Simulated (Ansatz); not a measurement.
# BNH3OF (SMILES NB(O)F) at BLYP/6-311+G(d,p)

Aim: the vertical ionisation energy of BNH3OF at BLYP/6-311+G**, from 2 runs. 

The calculation is run with Ansatz 0.2.0.

122 further runs of the same task are left out: 122 set aside as unsound or not needed.

### Step 1. The structure to begin with

BNH3OF has 7 atoms, charge 0, and is taken as a singlet. As SMILES, `NB(O)F`. The coordinates come from a PBE0-D4/def2-TZVP relaxation. This is one conformer, not always the lowest.

Bond lengths: N1–B2 1.406 Å, B2–O3 1.363 Å, B2–F4 1.337 Å, N1–H5 1.004 Å, N1–H6 1.003 Å, O3–H7 0.957 Å. Angles: N1–B2–O3 125.7°, N1–B2–F4 118.3°, O3–B2–F4 116.0°, B2–N1–H5 121.1°, B2–N1–H6 124.7°, B2–O3–H7 114.6°, H5–N1–H6 114.2°.

### Step 2. A single-point energy at BLYP/6-311+G(d,p)

File run.yaml:

```yaml
crystal:
  periodic: [false, false, false]
  atoms:
    - {symbol: "N", position_ang: [-0.531800, 0.753400, -0.032100]}
    - {symbol: B, position_ang: [0.039300, -0.505700, -0.288800]}
    - {symbol: O, position_ang: [1.106300, -1.044300, 0.367000]}
    - {symbol: F, position_ang: [-0.494800, -1.258200, -1.256300]}
    - {symbol: H, position_ang: [-1.320400, 1.081700, -0.559700]}
    - {symbol: H, position_ang: [-0.210100, 1.394300, 0.668500]}
    - {symbol: H, position_ang: [1.472700, -0.489200, 1.055700]}
basis:
  gaussian: {orbitals: 6-311+G_st__st_.json}
output: {orbitals: {seedname: orbitals}}
accuracy: high
hamiltonian: {xc: {name: BLYP}}
```

The basis set 6-311+G** is read from a file made from the Basis Set Exchange's data (not shown).

Command:

```sh
$ ansatz run run.yaml --threads 1 --pin off --max-ram 3480MiB --events-out events.jsonl --progress --plain --runs-dir runs
```

Output:

```text
Warning: RAYON_NUM_THREADS=1 ignored (pool sized by the plan → 1); use --threads N
Functional definition: BLYP
  name "BLYP"
  parameter beta = 0.0042
  parameter a = 0.04918
  parameter b = 0.132
  parameter c = 0.2533
  parameter d = 0.349
  exchange = b88_x(beta = beta)
  correlation = lyp_c(a = a, b = b, c = c, d = d)
2051 factors; integrals over basis functions are off by at most 5.0e-9 eV
mean field evaluation 1: about -6968.9668 eV, gradient 9.6e1 eV
mean field evaluation 2: about -6923.6707 eV, gradient 1.7e2 eV
mean field evaluation 4: about -6983.7153 eV, gradient 2.0e1 eV
mean field evaluation 8: about -6984.3718 eV, gradient 1.4e-1 eV
mean field evaluation 16: about -6984.3718 eV, gradient 4.0e-6 eV
mean field -6984.37179378 eV, -256.6709292442 hartree, gradient 4.5e-8 eV, S^2 0.000000; 0 other end points of the search recorded, 0 dependent functions left out
reference -6984.37184944 eV, -256.6709312896 hartree; 16, 16 occupied and 90, 90 virtual orbitals, 2051 factors
Total energy: -6984.37184944 eV, -256.6709312896 hartree
```

Wall time 6.9 s (1 thread of Intel Xeon Platinum 8259CL at 2.50GHz (Skylake/Cascade Lake), shared host); peak memory 0.28 GiB.

### Step 3. The doublet cation, same level

File input.yaml:

```yaml
crystal:
  periodic: [false, false, false]
  atoms:
    - {symbol: "N", position_ang: [-0.531800, 0.753400, -0.032100]}
    - {symbol: B, position_ang: [0.039300, -0.505700, -0.288800]}
    - {symbol: O, position_ang: [1.106300, -1.044300, 0.367000]}
    - {symbol: F, position_ang: [-0.494800, -1.258200, -1.256300]}
    - {symbol: H, position_ang: [-1.320400, 1.081700, -0.559700]}
    - {symbol: H, position_ang: [-0.210100, 1.394300, 0.668500]}
    - {symbol: H, position_ang: [1.472700, -0.489200, 1.055700]}
basis:
  gaussian:
    orbitals: 6-311+G_st__st_.json
total_charge: 1
magnetization:
  spin_polarized: true
  initial_magnetization: 1
hamiltonian:
  xc: {name: BLYP}
accuracy: high
output:
  orbitals: {seedname: orbitals}
```

The basis set 6-311+G** is read from a file made from the Basis Set Exchange's data (not shown).

Command:

```sh
$ ansatz run input.yaml --threads 1 --pin off --max-ram 3480MiB --events-out events.jsonl --progress --plain --runs-dir runs
```

Output:

```text
Warning: RAYON_NUM_THREADS=1 ignored (pool sized by the plan → 1); use --threads N
Functional definition: BLYP
  name "BLYP"
  parameter beta = 0.0042
  parameter a = 0.04918
  parameter b = 0.132
  parameter c = 0.2533
  parameter d = 0.349
  exchange = b88_x(beta = beta)
  correlation = lyp_c(a = a, b = b, c = c, d = d)
2051 factors; integrals over basis functions are off by at most 5.0e-9 eV
mean field evaluation 1: about -6953.9007 eV, gradient 8.1e1 eV
mean field evaluation 2: about -6868.4631 eV, gradient 1.6e2 eV
mean field evaluation 4: about -6966.3115 eV, gradient 4.0e1 eV
mean field evaluation 8: about -6973.8811 eV, gradient 1.1e0 eV
mean field evaluation 16: about -6973.8850 eV, gradient 7.5e-4 eV
mean field evaluation 32: about -6973.4582 eV, gradient 5.6e0 eV
mean field -6973.88495426 eV, -256.2855449999 hartree, gradient 5.8e-9 eV, S^2 0.755279; 3 other end points of the search recorded, 0 dependent functions left out
reference -6973.88501293 eV, -256.2855471562 hartree; 16, 15 occupied and 90, 91 virtual orbitals, 2051 factors
Total energy: -6973.88501293 eV, -256.2855471562 hartree
```

Run time: 14 s. Hardware: 1 thread of Intel Xeon Platinum 8259CL at 2.50GHz (Skylake/Cascade Lake), shared host; peak memory 0.35 GiB.

### Step 4. Outcome

Level: BLYP/6-311+G**.

| quantity | value |
| --- | --- |
| singlet BNH3OF: total energy | -256.67093 Eh |
| singlet BNH3OF: HOMO energy | -6.60 eV |
| singlet BNH3OF: LUMO energy | -1.07 eV |
| singlet BNH3OF: HOMO–LUMO gap | 5.53 eV |
| doublet cation: total energy | -256.28555 Eh |
| doublet cation: HOMO energy (highest over α and β) | -15.16 eV |
| doublet cation: LUMO energy (lowest over α and β) | -14.35 eV |
| doublet cation: ⟨S²⟩ | 0.755 |
| vertical ionisation energy (to the doublet cation) | 10.487 eV |

What this shows: Removing an electron at fixed nuclei costs 10.49 eV (242 kcal/mol). The negative HOMO energy of the first species, 6.60 eV, lies 3.89 eV below that difference.
